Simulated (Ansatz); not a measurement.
The system is MnPt2.

```
CELL_PARAMETERS angstrom
2.85840 0.00000 0.00000
-1.42920 2.47545 0.00000
0.00000 0.00000 6.53250
ATOMIC_POSITIONS crystal
Pt 0.66667 0.33333 0.31621
Pt 0.33333 0.66667 0.68379
Mn 0.00000 0.00000 0.00000
```

The cell comes from a database or a generator and needn't be the stable form of this composition.

Base run:

| Property | Result |
| --- | --- |
| Program | Ansatz 0.2.0 |
| Functional | PBE |
| Potentials or basis | Ansatz PAW |
| Cutoff | 420 eV (not typed: the program's choice for these potentials) |
| k mesh | 9 × 9 × 4 |
| Occupations | fermi-dirac, width 0.05 eV |
| Spin | collinear spin, ferromagnetic start |
| Starting moments | [0.0, 0.0, 1.0] μB |
| Fixed moment | 1 μB |

Its results: pressure -13.9 GPa; site moments Pt -0.20; Mn +1.41 μB; largest force 0.292 eV/Å.

Task: The run is repeated on the same cell with these changes: fixed moment from 1 μB to 8 μB; moments at the start from [0.0, 0.0, 1.0] to [0.0, 0.0, 8.0]. What comes out?

Result: Pressure 22.9 GPa; site moments Pt +1.35; Mn +4.34 μB; largest force 1.439 eV/Å.

Caveats: the total moment is fixed, so each spin has its own Fermi level; the thresholds are loose for stress; forces of over 1 eV/Å show positions far from the minimum, so gaps and moduli don't describe the material at rest (some runs).
